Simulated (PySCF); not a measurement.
# C₅H₇FO: runs on many settings

Which settings matter for C₅H₇FO (`C=C(F)C(=O)CC`)?

The runs use PySCF 2.14.0, with density-fitted response routines of our own; the level of theory stands in each step. All values are computed, except where a source is named. Atoms are numbered from 0 throughout.

**1. Starting geometry**

14 atoms, charge 0, multiplicity 1; geometry from: GFN2-xTB.

Bonds of the start (Å): C0–C1 1.33, C1–F2 1.35, C1–C3 1.49, C3–O4 1.21, C3–C5 1.51, C5–C6 1.52, C0–H7 1.07, C0–H8 1.08, C5–H9 1.09, C5–H10 1.09, C6–H11 1.09, C6–H12 1.09, C6–H13 1.09.

**2. Nuclear shieldings: PBE0/pcSseg-1**

What the job is given:

```
{"job": {"kind": "nmr", "xc": "PBE0", "basis": "pcSseg-1"}, "charge": 0, "multiplicity": 1}
C     -2.751872    -0.134113     0.110738
C     -1.519746     0.206642     0.460711
F     -1.304871     0.983238     1.546797
C     -0.290472    -0.210761    -0.271404
O     -0.366527    -0.906089    -1.256016
C      1.000948     0.298753     0.313798
C      2.210978    -0.166301    -0.482226
H     -2.892009    -0.751980    -0.757192
H     -3.615420     0.186526     0.665501
H      1.059300    -0.043826     1.351227
H      0.948357     1.391138     0.345503
H      2.251182    -1.252571    -0.501206
H      2.141634     0.185017    -1.508709
H      3.127841     0.213854    -0.039688
```

Method: GIAO PBE0/pcSseg-1 NMR shielding, non-relativistic, gas phase.

On the command line:

```bash
$ OMP_NUM_THREADS=1 python probes_run.py task.json out
```

This one command runs all jobs of the session in turn.

The log of the run:

```text
coarse grid: 11944 points
cycle   1  E = -369.1215868599  dE =  9.660e-01  |g| = 8.974e-01  |ddm| = 3.312e+00
cycle   2  E = -368.6322813355  dE =  4.893e-01  |g| = 1.828e+00  |ddm| = 2.571e+00
cycle   3  E = -369.2701094581  dE = -6.378e-01  |g| = 1.985e-01  |ddm| = 2.019e+00
cycle   4  E = -369.2773078521  dE = -7.198e-03  |g| = 8.220e-02  |ddm| = 2.208e-01
cycle   5  E = -369.2783832618  dE = -1.075e-03  |g| = 2.182e-02  |ddm| = 7.226e-02
cycle   6  E = -369.2784819908  dE = -9.873e-05  |g| = 6.039e-03  |ddm| = 2.078e-02
cycle   7  E = -369.2784888022  dE = -6.811e-06  |g| = 1.986e-03  |ddm| = 5.801e-03
final grid: 116456 points
cycle   8  E = -369.3382300054  dE = -2.297e-05  |g| = 1.275e-02  |ddm| = 2.813e-02
cycle   9  E = -369.3381464366  dE =  8.357e-05  |g| = 2.464e-02  |ddm| = 2.875e-02
cycle  10  E = -369.3382620707  dE = -1.156e-04  |g| = 2.499e-03  |ddm| = 2.028e-02
cycle  11  E = -369.3382634067  dE = -1.336e-06  |g| = 2.440e-04  |ddm| = 2.016e-03
cycle  12  E = -369.3382634136  dE = -6.901e-09  |g| = 1.456e-04  |ddm| = 3.264e-04
cycle  13  E = -369.3382634167  dE = -3.026e-09  |g| = 3.253e-05  |ddm| = 1.252e-04
cycle  14  E = -369.3382634169  dE = -2.154e-10  |g| = 1.061e-05  |ddm| = 3.298e-05
converged SCF energy = -369.3382634169

GIAO shielding tensors (ppm)
atom      isotropic    diamagn.    paramagn.     s11        s22        s33       span
  0 C       80.017     256.229    -176.212    -16.525     82.479    174.097    190.621
  1 C       15.685     253.462    -237.777    -85.073     65.015     67.113    152.186
  2 F      295.779     476.792    -181.013    200.094    311.134    376.110    176.015
  3 C      -14.168     252.139    -266.307   -109.691    -25.656     92.842    202.533
  4 O     -295.821     402.493    -698.314   -878.333   -392.227    383.097   1261.430
  5 C      150.264     252.731    -102.467    126.986    151.120    172.687     45.702
  6 C      178.169     245.062     -66.893    175.404    175.676    183.428      8.023
  7 H       25.672      31.017      -5.345     23.618     24.520     28.878      5.260
  8 H       26.413      28.274      -1.861     24.415     25.099     29.724      5.309
  9 H       29.037      31.526      -2.489     24.132     29.761     33.219      9.087
 10 H       29.039      31.519      -2.480     24.139     29.761     33.217      9.078
 11 H       30.465      29.368       1.097     26.436     28.152     36.806     10.370
 12 H       30.465      29.365       1.100     26.436     28.150     36.808     10.372
 13 H       30.726      27.778       2.949     25.962     28.604     37.612     11.650
```

It took 58 s on 1 thread of Intel Xeon at 2.50GHz, shared host; peak memory 0.72 GiB.

The references, computed at this level on geometries of the same kind, shield at (ppm): ¹H TMS 31.72, ¹³C TMS 186.9, ¹⁹F CFCl3 170.9, ¹⁷O H2O 336.1. Their shielding less the atom's gives the shift. The references are single molecules in the gas phase, so shifts against H2O, NH3, PH3, H3PO4 or CFCl3 are not on the usual liquid scales and can be off by tens of ppm. Atoms listed in one row are averaged.

| atoms | environment | σ (ppm) | δ (ppm) | δ scaled to CDCl3 |
| --- | --- | --- | --- | --- |
| C3 | ketone carbonyl carbon | -14.2 | 201.1 | 194.4 |
| C1 | α carbon of a C=C–C=O unit | 15.7 | 171.2 | 165.2 |
| C0 | β carbon of a C=C–C=O unit | 80.0 | 106.9 | 102.4 |
| C5 | sp3 CH2 α to a carbonyl | 150.3 | 36.7 | 33.9 |
| C6 | methyl carbon | 178.2 | 8.8 | 6.6 |
| H7 | hydrogen on a β carbon of a C=C–C=O unit | 25.67 | 6.04 | 5.80 |
| H8 | hydrogen on a β carbon of a C=C–C=O unit | 26.41 | 5.30 | 5.11 |
| H9, H10 | hydrogen on an sp3 CH2 α to a carbonyl | 29.04 | 2.68 | 2.63 |
| H11, H12, H13 | hydrogen on a methyl carbon | 30.55 | 1.16 | 1.20 |
| F2 | vinylic fluorine | 295.8 | -124.8 | – |
| O4 | ketone oxygen | -295.8 | 631.9 | – |

The scaled column applies a straight-line fit of computed shieldings to shifts measured in CDCl3, and one for carbons that bear F (root-mean-square error 0.16 ppm for H, 1.9 ppm for C).

The run also stored atomic charges by several schemes (e):

| atoms | Mulliken | IAO | Hirshfeld | ESP fit |
| --- | --- | --- | --- | --- |
| C0 | -0.12 | -0.31 | -0.09 | -0.49 |
| C1 | 0.14 | 0.23 | 0.07 | 0.18 |
| F2 | -0.28 | -0.28 | -0.08 | -0.20 |
| C3 | 0.19 | 0.36 | 0.16 | 0.43 |
| O4 | -0.35 | -0.41 | -0.21 | -0.46 |
| C5 | -0.31 | -0.31 | -0.08 | 0.12 |
| C6 | -0.23 | -0.42 | -0.12 | -0.35 |

Mayer bond orders: C0–C1 1.89, C1–F2 0.94, C1–C3 0.93, C3–O4 1.99, C3–C5 0.95, C5–C6 1.07.

**3. Excited states and response: PBE0/def2-SVPD**

Settings changed since step 2:

```diff
@@ -1,2 +1,2 @@
-{"job": {"kind": "nmr", "xc": "PBE0", "basis": "pcSseg-1"}, "charge": 0, "multiplicity": 1}
+{"job": {"kind": "uv", "xc": "PBE0", "basis": "def2-SVPD", "nstates": 6, "ntriplets": 2}, "charge": 0, "multiplicity": 1}
 C     -2.751872    -0.134113     0.110738
```

With the program's defaults for keys left out, this is: TDDFT PBE0/def2-SVPD, vertical, gas phase, core orbitals frozen in the response.

The log of the run:

```text
coarse grid: 11944 points
cycle   1  E = -368.9141467404  dE =  9.083e-01  |g| = 8.569e-01  |ddm| = 5.903e+00
cycle   2  E = -368.4269085900  dE =  4.872e-01  |g| = 1.787e+00  |ddm| = 3.935e+00
cycle   3  E = -369.0571002161  dE = -6.302e-01  |g| = 1.839e-01  |ddm| = 3.106e+00
cycle   4  E = -369.0634106691  dE = -6.310e-03  |g| = 7.982e-02  |ddm| = 3.353e-01
cycle   5  E = -369.0645220752  dE = -1.111e-03  |g| = 2.105e-02  |ddm| = 1.287e-01
cycle   6  E = -369.0646197704  dE = -9.770e-05  |g| = 5.793e-03  |ddm| = 4.031e-02
cycle   7  E = -369.0646264537  dE = -6.683e-06  |g| = 1.978e-03  |ddm| = 1.066e-02
final grid: 116456 points
cycle   8  E = -369.1239751208  dE = -2.275e-05  |g| = 1.183e-02  |ddm| = 1.318e-01
cycle   9  E = -369.1239002834  dE =  7.484e-05  |g| = 2.286e-02  |ddm| = 4.616e-02
cycle  10  E = -369.1240039010  dE = -1.036e-04  |g| = 2.339e-03  |ddm| = 2.960e-02
cycle  11  E = -369.1240051198  dE = -1.219e-06  |g| = 2.286e-04  |ddm| = 3.478e-03
cycle  12  E = -369.1240051267  dE = -6.964e-09  |g| = 1.326e-04  |ddm| = 4.548e-04
cycle  13  E = -369.1240051295  dE = -2.780e-09  |g| = 2.850e-05  |ddm| = 1.704e-04
cycle  14  E = -369.1240051297  dE = -1.668e-10  |g| = 1.012e-05  |ddm| = 6.291e-05
converged SCF energy = -369.1240051297

Static polarisability (au): isotropic 64.777, principal 46.390 62.849 85.094

Singlet excitations
state   eV       nm        f      main configurations
  1   3.8434    322.6   0.00006   H->L 0.98
  2   5.6456    219.6   0.23617   H-1->L 0.96
  3   7.0870    174.9   0.03984   H-2->L 0.93
  4   7.2653    170.7   0.00001   H-3->L 0.79, H-4->L 0.18
  5   7.2975    169.9   0.02122   H->L+1 0.92
  6   7.3251    169.3   0.00017   H-4->L 0.57, H->L+4 0.18, H-3->L 0.14

Triplet excitations (Tamm-Dancoff, eV): 3.3233 3.3980
```

Wall time 83 s (1 thread of Intel Xeon at 2.50GHz, shared host); peak memory 0.82 GiB.

The orbitals next to the gap, with their largest atomic shares:

| orbital | eV | atoms |
| --- | --- | --- |
| HOMO−3 | -10.48 | C6 35 %, C5 22 %, H11 8 % |
| HOMO−2 | -10.04 | C6 25 %, C5 22 %, H12 10 % |
| HOMO−1 | -8.11 | C0 36 %, C1 30 %, F2 14 % |
| HOMO | -7.80 | O4 59 %, C3 12 %, C5 11 % |
| LUMO | -1.94 | C3 23 %, C0 22 %, O4 22 % |
| LUMO+1 | 0.63 | C5 16 %, C6 12 %, C1 12 % |
| LUMO+2 | 1.24 | C0 19 %, C6 16 %, F2 9 % |

With each of the 6 states as a Gaussian band of 0.4 eV half-width at 1/e, the curve within the window shown has maxima at 220 nm (ε 9,600), 174 nm (ε 2,300) L/(mol cm). Beyond the last state computed it falls off for lack of states. The curve at chosen wavelengths:

```json
{"nm": "163", "ε (L/mol/cm)": "708"}
{"nm": "172", "ε (L/mol/cm)": "2270"}
{"nm": "181", "ε (L/mol/cm)": "1456"}
{"nm": "189", "ε (L/mol/cm)": "388"}
{"nm": "198", "ε (L/mol/cm)": "835"}
{"nm": "207", "ε (L/mol/cm)": "4340"}
{"nm": "216", "ε (L/mol/cm)": "8925"}
{"nm": "224", "ε (L/mol/cm)": "8975"}
{"nm": "233", "ε (L/mol/cm)": "5138"}
{"nm": "242", "ε (L/mol/cm)": "1837"}
{"nm": "251", "ε (L/mol/cm)": "455"}
{"nm": "259", "ε (L/mol/cm)": "103"}
{"nm": "268", "ε (L/mol/cm)": "16"}
{"nm": "277", "ε (L/mol/cm)": "2"}
{"nm": "286", "ε (L/mol/cm)": "1"}
{"nm": "294", "ε (L/mol/cm)": "1"}
{"nm": "303", "ε (L/mol/cm)": "2"}
{"nm": "312", "ε (L/mol/cm)": "2"}
{"nm": "321", "ε (L/mol/cm)": "2"}
{"nm": "329", "ε (L/mol/cm)": "2"}
{"nm": "338", "ε (L/mol/cm)": "2"}
{"nm": "347", "ε (L/mol/cm)": "2"}
{"nm": "356", "ε (L/mol/cm)": "1"}
{"nm": "364", "ε (L/mol/cm)": "1"}
{"nm": "373", "ε (L/mol/cm)": "0"}
{"nm": "382", "ε (L/mol/cm)": "0"}
```

Ground-state properties from the same run:

| property | computed |
| --- | --- |
| dipole moment (D) | 1.30 |
| polarisability (Å³) | 9.60 |
| HOMO–LUMO gap (eV) | 5.86 |
| −ε(HOMO) (eV) | 7.80 |

**4. TDDFT and polarisability: BLYP/def2-SVPD**

Settings changed since step 3:

```diff
@@ -1,2 +1,2 @@
-{"job": {"kind": "uv", "xc": "PBE0", "basis": "def2-SVPD", "nstates": 6, "ntriplets": 2}, "charge": 0, "multiplicity": 1}
+{"job": {"kind": "uv", "xc": "BLYP", "basis": "def2-SVPD", "nstates": 12, "ntriplets": 0, "tda": false, "grid": 1}, "charge": 0, "multiplicity": 1}
 C     -2.751872    -0.134113     0.110738
```

Method: TDDFT BLYP/def2-SVPD, vertical, gas phase, core orbitals frozen in the response.

The log of the run:

```text
final grid: 53688 points
cycle   1  E = -369.2085568833  dE =  7.874e-01  |g| = 1.005e+00  |ddm| = 7.508e+00
cycle   2  E = -367.8305246437  dE =  1.378e+00  |g| = 2.676e+00  |ddm| = 9.530e+00
cycle   3  E = -369.3693218765  dE = -1.539e+00  |g| = 4.530e-01  |ddm| = 9.100e+00
cycle   4  E = -369.4116188706  dE = -4.230e-02  |g| = 1.850e-01  |ddm| = 8.866e-01
cycle   5  E = -369.4162055131  dE = -4.587e-03  |g| = 9.643e-02  |ddm| = 3.236e-01
cycle   6  E = -369.4185199468  dE = -2.314e-03  |g| = 3.160e-02  |ddm| = 1.765e-01
cycle   7  E = -369.4187656729  dE = -2.457e-04  |g| = 1.019e-02  |ddm| = 4.983e-02
cycle   8  E = -369.4187865622  dE = -2.089e-05  |g| = 2.360e-03  |ddm| = 1.544e-02
cycle   9  E = -369.4187876615  dE = -1.099e-06  |g| = 7.443e-04  |ddm| = 4.807e-03
cycle  10  E = -369.4187877874  dE = -1.259e-07  |g| = 1.857e-04  |ddm| = 1.692e-03
cycle  11  E = -369.4187877956  dE = -8.199e-09  |g| = 7.953e-05  |ddm| = 5.562e-04
cycle  12  E = -369.4187877970  dE = -1.375e-09  |g| = 1.842e-05  |ddm| = 1.530e-04
cycle  13  E = -369.4187877970  dE = -5.252e-11  |g| = 1.208e-05  |ddm| = 6.034e-05
converged SCF energy = -369.4187877970

Static polarisability (au): isotropic 67.828, principal 47.945 65.878 89.660

Singlet excitations
state   eV       nm        f      main configurations
  1   3.4384    360.6   0.00003   H->L 1.00
  2   5.1051    242.9   0.18576   H-1->L 0.92
  3   5.9392    208.8   0.01335   H-2->L 0.78, H->L+1 0.18
  4   6.0573    204.7   0.02353   H->L+1 0.81, H-2->L 0.16
  5   6.1255    202.4   0.00011   H-3->L 0.99
  6   6.3473    195.3   0.00009   H-4->L 0.98
  7   6.5476    189.4   0.00070   H->L+2 0.96
  8   6.6054    187.7   0.00854   H->L+3 1.00
  9   6.7032    185.0   0.00687   H-1->L+1 0.99
 10   6.8969    179.8   0.00015   H-6->L 0.98
 11   6.9048    179.6   0.00220   H->L+4 0.97
 12   7.3177    169.4   0.01421   H-1->L+3 0.99
```

Run time: 91 s. Hardware: 1 thread of Intel Xeon at 2.50GHz, shared host; peak memory 0.64 GiB.

This run: HOMO -6.06 eV, LUMO -2.79 eV; lowest singlet 3.44 eV.

**5. Shielding tensors: PW91/pcSseg-1**

Settings changed since step 4:

```diff
@@ -1,2 +1,2 @@
-{"job": {"kind": "uv", "xc": "BLYP", "basis": "def2-SVPD", "nstates": 12, "ntriplets": 0, "tda": false, "grid": 1}, "charge": 0, "multiplicity": 1}
+{"job": {"kind": "nmr", "xc": "PW91", "basis": "pcSseg-1", "pop": false, "scf": {"damp": 2.0, "max_cycle": 83}}, "charge": 0, "multiplicity": 1}
 C     -2.751872    -0.134113     0.110738
```

Level: GIAO PW91/pcSseg-1 NMR shielding, non-relativistic, gas phase.

The log of the run:

```text
damping 2.00 in the first 6 cycles
final grid: 116456 points
cycle   1  E = -369.4179518062  dE =  8.324e-01  |g| = 1.028e+00  |ddm| = 3.383e+00
cycle   2  E = -367.1844157633  dE =  2.234e+00  |g| = 3.610e+00  |ddm| = 1.524e+00
cycle   3  E = -348.4894222015  dE =  1.869e+01  |g| = 1.009e+01  |ddm| = 4.698e+00
cycle   4  E = -290.5929166804  dE =  5.790e+01  |g| = 1.928e+01  |ddm| = 1.252e+01
cycle   5  E = -63.4432793632  dE =  2.271e+02  |g| = 1.873e+01  |ddm| = 1.665e+01
cycle   6  E = -97.0980798025  dE = -3.365e+01  |g| = 2.727e+01  |ddm| = 2.610e+01
cycle   7  E = -121.1543380538  dE = -2.406e+01  |g| = 2.228e+01  |ddm| = 2.658e+01
cycle   8  E = -240.8884959073  dE = -1.197e+02  |g| = 1.829e+01  |ddm| = 6.256e+01
cycle   9  E = -328.0207748084  dE = -8.713e+01  |g| = 1.006e+01  |ddm| = 7.017e+01
cycle  10  E = -335.0959391673  dE = -7.075e+00  |g| = 8.959e+00  |ddm| = 4.593e+01
cycle  11  E = -340.2061496450  dE = -5.110e+00  |g| = 8.023e+00  |ddm| = 3.293e+01
cycle  12  E = -359.1117428128  dE = -1.891e+01  |g| = 5.360e+00  |ddm| = 2.677e+01
cycle  13  E = -369.1315609335  dE = -1.002e+01  |g| = 1.442e+00  |ddm| = 1.486e+01
cycle  14  E = -368.6703410399  dE =  4.612e-01  |g| = 2.217e+00  |ddm| = 2.856e+00
cycle  15  E = -369.5058189358  dE = -8.355e-01  |g| = 7.421e-01  |ddm| = 2.115e+00
cycle  16  E = -369.6159907532  dE = -1.102e-01  |g| = 1.768e-01  |ddm| = 7.257e-01
cycle  17  E = -369.6213923692  dE = -5.402e-03  |g| = 1.174e-01  |ddm| = 2.056e-01
cycle  18  E = -369.6240142174  dE = -2.622e-03  |g| = 4.543e-02  |ddm| = 1.384e-01
cycle  19  E = -369.6243924081  dE = -3.782e-04  |g| = 2.894e-02  |ddm| = 6.325e-02
cycle  20  E = -369.6245964954  dE = -2.041e-04  |g| = 5.059e-03  |ddm| = 2.527e-02
cycle  21  E = -369.6246013266  dE = -4.831e-06  |g| = 1.601e-03  |ddm| = 4.918e-03
cycle  22  E = -369.6246018204  dE = -4.938e-07  |g| = 3.217e-04  |ddm| = 1.308e-03
cycle  23  E = -369.6246018351  dE = -1.471e-08  |g| = 2.156e-04  |ddm| = 4.220e-04
cycle  24  E = -369.6246018441  dE = -8.996e-09  |g| = 9.376e-05  |ddm| = 2.240e-04
cycle  25  E = -369.6246018460  dE = -1.887e-09  |g| = 1.127e-05  |ddm| = 1.074e-04
cycle  26  E = -369.6246018460  dE = -1.148e-11  |g| = 9.475e-06  |ddm| = 1.781e-05
converged SCF energy = -369.6246018460

GIAO shielding tensors (ppm)
atom      isotropic    diamagn.    paramagn.     s11        s22        s33       span
  0 C       78.752     255.594    -176.842    -11.161     78.259    169.159    180.320
  1 C        9.416     253.725    -244.309    -83.656     54.662     57.241    140.897
  2 F      270.645     477.102    -206.457    166.404    282.667    362.866    196.463
  3 C      -17.728     252.658    -270.386   -107.120    -29.980     83.917    191.037
  4 O     -291.400     403.061    -694.462   -868.473   -375.745    370.016   1238.489
  5 C      143.099     252.967    -109.868    119.038    144.707    165.553     46.515
  6 C      172.679     244.629     -71.949    168.880    170.467    178.691      9.811
  7 H       25.779      31.421      -5.642     23.750     24.753     28.833      5.083
  8 H       26.632      28.280      -1.647     24.750     25.566     29.581      4.831
  9 H       28.889      31.631      -2.742     24.202     29.667     32.798      8.596
 10 H       28.891      31.624      -2.733     24.210     29.669     32.796      8.586
 11 H       30.468      29.552       0.916     26.661     28.256     36.487      9.827
 12 H       30.468      29.548       0.919     26.660     28.254     36.489      9.829
 13 H       30.687      27.673       3.014     26.203     28.772     37.086     10.882
```

It took 2.4 min on 1 thread of Intel Xeon at 2.50GHz, shared host; peak memory 0.64 GiB.

Despite a damping factor outside the range 0 to 1, the SCF converged in 26 cycles.

In short: δ C3 199.2, C1 172.1, C0 102.7, C5 38.4, H7 5.87, H8 5.02 ppm.

**6. Excited states and response: KT2/def2-SVPD in dimethylsulfoxide**

Settings changed since step 5:

```diff
@@ -1,2 +1,2 @@
-{"job": {"kind": "nmr", "xc": "PW91", "basis": "pcSseg-1", "pop": false, "scf": {"damp": 2.0, "max_cycle": 83}}, "charge": 0, "multiplicity": 1}
+{"job": {"kind": "uv", "xc": "KT2", "basis": "def2-SVPD", "solvent": "dimethylsulfoxide", "nstates": 6, "ntriplets": 2, "tda": true, "scf": {"guess": "vsap"}}, "charge": 0, "multiplicity": 1}
 C     -2.751872    -0.134113     0.110738
```

With the program's defaults for keys left out, this is: TDA KT2/def2-SVPD, vertical, IEF-PCM dimethylsulfoxide (non-equilibrium linear response), core orbitals frozen in the response.

The log of the run:

```text
final grid: 116456 points
cycle   1  E = -372.5073758329  dE =  1.751e+00  |g| = 2.994e+00  |ddm| = 7.228e+01
cycle   2  E = -356.8147616255  dE =  1.569e+01  |g| = 7.486e+00  |ddm| = 7.339e+01
cycle   3  E = -374.6778854383  dE = -1.786e+01  |g| = 1.687e+00  |ddm| = 1.431e+01
cycle   4  E = -375.2016061955  dE = -5.237e-01  |g| = 8.348e-01  |ddm| = 3.456e+00
cycle   5  E = -375.2900694993  dE = -8.846e-02  |g| = 3.516e-01  |ddm| = 1.104e+00
cycle   6  E = -375.3203696993  dE = -3.030e-02  |g| = 1.025e-01  |ddm| = 5.951e-01
cycle   7  E = -375.3213647614  dE = -9.951e-04  |g| = 7.575e-02  |ddm| = 2.660e-01
cycle   8  E = -375.3226096183  dE = -1.245e-03  |g| = 1.716e-02  |ddm| = 1.255e-01
cycle   9  E = -375.3226636121  dE = -5.399e-05  |g| = 7.436e-03  |ddm| = 3.339e-02
cycle  10  E = -375.3226754155  dE = -1.180e-05  |g| = 2.609e-03  |ddm| = 1.343e-02
cycle  11  E = -375.3226771703  dE = -1.755e-06  |g| = 3.686e-04  |ddm| = 3.802e-03
cycle  12  E = -375.3226771999  dE = -2.966e-08  |g| = 2.867e-05  |ddm| = 8.449e-04
cycle  13  E = -375.3226772001  dE = -1.889e-10  |g| = 7.410e-06  |ddm| = 1.135e-04
converged SCF energy = -375.3226772001

Static polarisability (au): isotropic 91.216, principal 65.776 91.136 116.736

Singlet excitations
state   eV       nm        f      main configurations
  1   3.7287    332.5   0.00007   H->L 1.00
  2   5.3252    232.8   0.32462   H-1->L 0.87
  3   5.9445    208.6   0.02847   H-2->L 0.92
  4   6.1317    202.2   0.00028   H-3->L 1.00
  5   6.3601    194.9   0.00005   H-4->L 1.00
  6   6.5827    188.3   0.01846   H->L+1 0.99

Triplet excitations (Tamm-Dancoff, eV): 3.2918 3.3104
```

It took 68 s on 1 thread of Intel Xeon at 2.50GHz, shared host; peak memory 0.86 GiB.

Key values: HOMO -6.43 eV, LUMO -2.82 eV; lowest singlet 3.73 eV.

**7. Side by side: NMR shifts**

Shifts (ppm) of some atoms, chosen among heavy atoms and hydrogens apart, with basis size and wall time:

| run | C3 | C0 | C5 | H7 | H8 | F2 | O4 | functions | time |
| --- | --- | --- | --- | --- | --- | --- | --- | --- | --- |
| PBE0/pcSseg-1 | 201.1 | 106.9 | 36.7 | 6.04 | 5.30 | -124.8 | 631.9 | 154 | 58 s |
| PW91/pcSseg-1 | 199.2 | 102.7 | 38.4 | 5.87 | 5.02 | -133.2 | 627.5 | 154 | 2.4 min |

**8. Side by side: electronic excitations**

Excitations and ground-state properties, with basis size and wall time:

| run | lowest singlet (eV) | brightest (eV) | f | gap (eV) | α (Å³) | μ (D) | functions | time |
| --- | --- | --- | --- | --- | --- | --- | --- | --- |
| PBE0/def2-SVPD | 3.84 | 5.65 | 0.236 | 5.86 | 9.60 | 1.30 | 202 | 83 s |
| BLYP/def2-SVPD | 3.44 | 5.11 | 0.186 | 3.28 | 10.05 | 1.31 | 202 | 91 s |
| KT2/def2-SVPD in dimethylsulfoxide | 3.73 | 5.33 | 0.325 | 3.61 | 13.52 | 1.90 | 202 | 68 s |

**9. What came out**

| quantity | value |
| --- | --- |
| ¹³C shifts against TMS (PBE0/pcSseg-1) | 201.1, 171.2, 106.9, 36.7, 8.8 ppm |
| ¹H shifts against TMS (PBE0/pcSseg-1, means over atoms taken as alike) | 6.04, 5.30, 2.68, 1.16 ppm |
| ¹⁹F shifts against CFCl3 (PBE0/pcSseg-1) | -124.8 ppm |
| ¹⁷O shifts against H2O (PBE0/pcSseg-1) | 631.9 ppm |
| lowest singlet (PBE0/def2-SVPD) | 3.84 eV (323 nm), f = 0.000 |
| brightest single state of those computed | state 2, 5.65 eV, f = 0.236 |
| lowest triplet | 3.32 eV |
| range of the shift of F2 | -133.2 to -124.8 ppm |
| range of the lowest singlet | 3.44 to 3.84 eV |

Single values in the summary come from the first run of each kind that ended normally (PBE0/pcSseg-1; PBE0/def2-SVPD), which need not be the best level. The most deshielded carbon is C3 (ketone carbonyl carbon), at 201.1 ppm: the double bond to the heteroatom, with no lone-pair donor beside it, deshields it most. At PBE0/pcSseg-1: Shielding is most anisotropic at O4 (span 1261 ppm, paramagnetic term -698 ppm). The first singlet state (HOMO→LUMO 0.98) lies at 3.84 eV and is dark; of the 6 states computed, the strongest absorption comes from state 2 at 5.65 eV. The lowest triplet lies 0.52 eV below the lowest singlet (triplets in Tamm-Dancoff, singlets in full TDDFT). Across the 2 runs the shift of F2 moves most, between -133.2 (PW91/pcSseg-1) and -124.8 ppm (PBE0/pcSseg-1). The lowest singlet runs from 3.44 eV (BLYP/def2-SVPD) to 3.84 eV (PBE0/def2-SVPD), while the orbital gap spans 3.28 to 5.86 eV. The lowest state need not be the same one in every run. The runs solved for a few states only, so the brightest column depends on that window.
